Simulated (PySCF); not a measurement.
# Ne⁺: excitation energy in dyall-acv3z

Aim: the excitation energy of neon from differences of total energies, at each level of theory, and how far each lands from the tabulated value where there is one.

Method: unrestricted determinants in a Gaussian basis, no spin-orbit coupling in the energies. Code: PySCF 2.14.0.

### Step 1. The atom as given

* Element: neon (Z = 10)
* Basis: dyall-acv3z (15s9p4d2f, 76 functions)
* Hamiltonian: the non-relativistic Hamiltonian (point nucleus)
* State 1: Ne⁺: [He] 2s1 2p5 3s1, high-spin 4P determinant (an excited configuration)
* Needed too, but not shown: Ne⁺ [He] 2s2 2p5 (2P)
* Methods: CCSD(T)
* Core shells frozen in the correlated runs: valence: 1s2 (for Ne⁺)

Outer shells as boxes (Hund's rule):

Ne+ [He] 2s1 2p5 3s1
```
[He] core
2s [↑ ]
2p [↑↓][↑↓][↑ ]
3s [↑ ]
```

One driver process ran all states and methods and kept the integrals in memory. Each run is shown as a PySCF script that sums up its settings (the driver passes frozen orbitals as a list and adds second-order terms of double hybrids); the logs are those of the runs themselves. The driver starts from symmetry-adapted Hartree-Fock orbitals, holds the occupation by maximum overlap and uses a logarithmic radial grid for functionals, so a plain start would take other cycles.

The integrals over 76 functions and the set-up took 0.21 s of CPU time.

### Step 2. Ne⁺ [He] 2s1 2p5 3s1, at CCSD(T) (valence)

Level: CCSD(T) (valence).

Input file input.py:

```python
from pyscf import gto, scf, dft, mp, cc
import basis_set_exchange as bse
mol = gto.M(atom="Ne 0 0 0", charge=1, spin=3, symmetry="D2h",
            basis=gto.basis.parse(bse.get_basis("dyall-acv3z", elements=["Ne"], fmt="nwchem")))
mf = scf.UHF(mol)
mf.irrep_nelec = {'Ag': (3, 1), 'B1u': (1, 1), 'B2u': (1, 1), 'B3u': (1, 0)}
mf.kernel()
mycc = cc.CCSD(mf, frozen=1).run()
mycc.ccsd_t()
```

What does the calculation give?

**Answer**, as computed:

```
                                 quantity                                    value
excitation energy, Ne⁺ → [He] 2s1 2p5 3s1  UHF 52.386, CCSD(T) (valence) 52.537 eV
```

Each level's miss (mean over 1 difference):

| method | mean absolute miss against CCSD(T) (valence) (eV) |
| --- | --- |
| UHF | 0.151 |
| MP2 (valence) | 0.280 |
| SCS-MP2 (valence) | 0.393 |
| CCSD (valence) | 0.054 |
| CCSD(T) (valence) | 0.000 |

The methods span 0.447 eV, from SCS-MP2 (valence) (52.144) to CCSD (valence) (52.591). No reference value is at hand in this session. All values hold for this basis alone; no basis-set limit was taken.
